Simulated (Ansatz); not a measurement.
# Be2ZnTe2O: the cost of one run

Method: DFT PBE, scalar-relativistic, plane waves, PAW, in Ansatz 0.2.0.

1 further run of the same task is left out (it didn't finish).

## 1. Starting point

Symmetry: I4/mmm, No. 139, tetragonal system. Conventional cell: a = 5.700 Å, b = 5.700 Å, c = 7.987 Å, α = 90.00°, β = 90.00°, γ = 90.00°. Around Be (site symmetry -4m2) lie 4 Te at 2.90 Å. Zn (site symmetry 4/mmm) has 2 Te at 2.51 Å as nearest neighbours. Around Te (site symmetry 4mm) lie 1 O at 1.49 Å. O (site symmetry 4/mmm) is surrounded by 2 Te at 1.49 Å.

Structure file:

```cif
data_structure
_symmetry_space_group_name_H-M 'I4/mmm'
_symmetry_Int_Tables_number 139
_cell_length_a 5.7001
_cell_length_b 5.7001
_cell_length_c 7.9875
_cell_angle_alpha 90.000
_cell_angle_beta 90.000
_cell_angle_gamma 90.000
_cell_volume 259.52
loop_
_atom_site_label
_atom_site_type_symbol
_atom_site_symmetry_multiplicity
_atom_site_Wyckoff_symbol
_atom_site_fract_x
_atom_site_fract_y
_atom_site_fract_z
_atom_site_occupancy
Be1 Be 4 d 0.00000 0.50000 0.25000 1
Zn1 Zn 2 b 0.00000 0.00000 0.50000 1
Te1 Te 4 e 0.00000 0.00000 0.18622 1
O1 O 2 a 0.00000 0.00000 0.00000 1
```

The cell is invented: random cell by space group and Wyckoff sites (I4/mmm, No. 139). Its size is a rough estimate.

## 2. The guess as it stands, on a coarse mesh

input.yaml

```yaml
crystal:
  lattice:
    - [-2.8500522, 2.8500522, 3.9937287]
    - [2.8500522, -2.8500522, 3.9937287]
    - [2.8500522, 2.8500522, -3.9937287]
  atoms:
    - { symbol: Be, position: [0.75, 0.25, 0.5] }
    - { symbol: Be, position: [0.25, 0.75, 0.5] }
    - { symbol: Zn, position: [0.5, 0.5, 0.0] }
    - { symbol: Te, position: [0.18622332, 0.18622332, 0.0] }
    - { symbol: Te, position: [0.81377668, 0.81377668, 0.0] }
    - { symbol: O, position: [0.0, 0.0, 0.0] }
basis:
  ecutwfc: 420
kpoints:
  mp_grid: { grid: [4, 4, 4] }
hamiltonian:
  xc: pbe
scf:
  occupations: { method: gaussian, width: 0.1 }
  lower_state_search: "off"
output:
  forces: true
  stress: true
  eigenvalues: true
```

Launch:

```
$ ansatz run input.yaml --threads 1 --pin off --max-ram 2560MiB --backend cpu --events-out ev --progress --plain --runs-dir out
```

What time and memory should one allow on 1 thread of Intel Xeon Platinum 8259CL at 2.50GHz (Skylake/Cascade Lake), shared host?

About 4.4 s, with a peak of 0.47 GiB.
